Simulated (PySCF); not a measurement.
# C4H10BP: the cost of one run

Computed with PySCF 2.14.0, with density-fitted response routines of our own, on a single molecule in the gas phase. Atoms count from 0, in the outputs and in this text.

## (1) Starting geometry

16 atoms, charge 0, multiplicity 1; geometry from: GFN2-xTB.

Bonds of the start (Å): C0–C1 1.34, C1–C2 1.51, C1–B3 1.56, B3–C4 1.58, B3–P5 1.89, C0–H6 1.08, C0–H7 1.08, C2–H8 1.09, C2–H9 1.09, C2–H10 1.09, C4–H11 1.09, C4–H12 1.09, C4–H13 1.09, P5–H14 1.38, P5–H15 1.38.

## (2) TDDFT and polarisability: B3LYP/def2-SVPD

Job settings and geometry (Å):

```
{"job": {"kind": "uv", "xc": "B3LYP", "basis": "def2-SVPD", "nstates": 8, "ntriplets": 3}, "charge": 0, "multiplicity": 1}
C     -1.827235     0.479670    -0.794970
C     -0.858697     0.117635     0.050249
C     -1.200538    -0.187832     1.484578
B      0.612265    -0.053834    -0.434597
C      1.611734    -1.003971     0.333191
P      1.184029     0.778883    -2.034247
H     -2.863552     0.548442    -0.498631
H     -1.615655     0.698966    -1.831090
H     -0.561333     0.384287     2.154957
H     -2.239899     0.046888     1.703537
H     -1.032740    -1.243635     1.692203
H      2.492226    -1.268313    -0.250801
H      1.968126    -0.501347     1.233852
H      1.143159    -1.927348     0.669913
H      0.700444     2.056778    -1.826916
H      2.480066     1.083673    -1.662639
```

Method: TDDFT B3LYP/def2-SVPD, vertical, gas phase, core orbitals frozen in the response.

The run is started by

```console
$ OMP_NUM_THREADS=1 python probes_run.py task.json out
```

The driver reads the jobs from task.json and runs them one after another.

**Question.** How long does this job take on 1 thread of Arm Neoverse N1, shared host, and how much memory does it need?

About 54 s, with a peak of 0.76 GiB.
